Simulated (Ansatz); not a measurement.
# CH₅BN₂: small, medium and large basis sets

One table from this session's results is given with a row withheld; the runs are named, their logs left out.

Program: Ansatz 0.2.0, Gaussian basis. Level of theory: one geometry, several basis sets. These are calculated values, not measurements.

Levels to be run: PBE0-D4/def2-SVP; ωB97M-V/def2-SVP; PBE0-D4/def2-QZVPP; ωB97M-V/def2-QZVPP; the functionals' def2-TZVPP values are taken from earlier runs.

### The relaxed structure

All runs share one geometry, relaxed beforehand with PBE0-D4 in a triple-zeta def2 set.

9 atoms, charge 0, spin multiplicity 1.

Atoms are counted from 1 here; the program's logs count them from 0.

Bond lengths: B1–C2 1.569 Å, B1–N3 1.603 Å, B1–H5 1.205 Å, B1–H6 1.201 Å, C2–N3 1.283 Å, C2–N4 1.319 Å, N3–H7 1.010 Å, N4–H8 1.003 Å, N4–H9 1.008 Å. Angles: C2–B1–N3 47.7°, C2–B1–H5 116.7°, C2–B1–H6 119.9°, N3–B1–H5 117.5°, N3–B1–H6 115.3°, H5–B1–H6 119.6°, B1–C2–N3 67.5°, B1–C2–N4 157.8°, N3–C2–N4 133.7°, B1–N3–C2 64.8°, B1–N3–H7 153.9°, C2–N3–H7 131.7°, C2–N4–H8 119.7°, C2–N4–H9 122.3°, H8–N4–H9 118.0°.

The first run:

Input file in.yaml:

```yaml
crystal:
  periodic: [false, false, false]
  atoms:
    - {symbol: B, position_ang: [-0.105127, 1.362564, 0.037098]}
    - {symbol: C, position_ang: [-0.091045, -0.198636, -0.120556]}
    - {symbol: N, position_ang: [1.084196, 0.288359, 0.043706]}
    - {symbol: N, position_ang: [-0.572142, -1.426668, -0.158210]}
    - {symbol: H, position_ang: [-0.470548, 1.795944, 1.100336]}
    - {symbol: H, position_ang: [-0.158239, 2.062055, -0.937630]}
    - {symbol: H, position_ang: [1.936407, -0.119415, 0.400314]}
    - {symbol: H, position_ang: [-1.554506, -1.571530, -0.302001]}
    - {symbol: H, position_ang: [0.019505, -2.238974, -0.080157]}
basis:
  gaussian: {orbitals: def2-SVP}
hamiltonian: {xc: pbe0, dispersion: d4}
output: {orbitals: {seedname: orbitals}}
```

On the command line:

```bash
$ ansatz run in.yaml --threads 2 --pin off --events-out ev --progress --plain --max-ram 4352MiB
```

Among the steps run: PBE0-D4 in def2-SVP; ωB97M-V in def2-SVP; PBE0-D4 in def2-QZVPP; ωB97M-V in def2-QZVPP.

One table of the session follows, with a row left open; its other results are not shown here.

It belongs to the step «Functionals by basis». 

| functional | basis | HOMO (eV) | LUMO (eV) |
| --- | --- | --- | --- |
| PBE0-D4 | def2-SVP | -6.86 | 0.76 |
| PBE0-D4 | def2-TZVPP | -7.02 | 0.40 |
| PBE0-D4 | def2-QZVPP | -7.06 | 0.09 |
| ωB97M-V | def2-SVP | ? | ? |
| ωB97M-V | def2-TZVPP | -9.32 | 1.84 |
| ωB97M-V | def2-QZVPP | -9.35 | 1.19 |

**Question.** Estimate the row for ωB97M-V, def2-SVP.

The run gave: HOMO (eV): -9.13; LUMO (eV): 2.83. In the column «HOMO (eV)» it lies between ωB97M-V, def2-TZVPP (-9.32) and PBE0-D4, def2-QZVPP (-7.06).
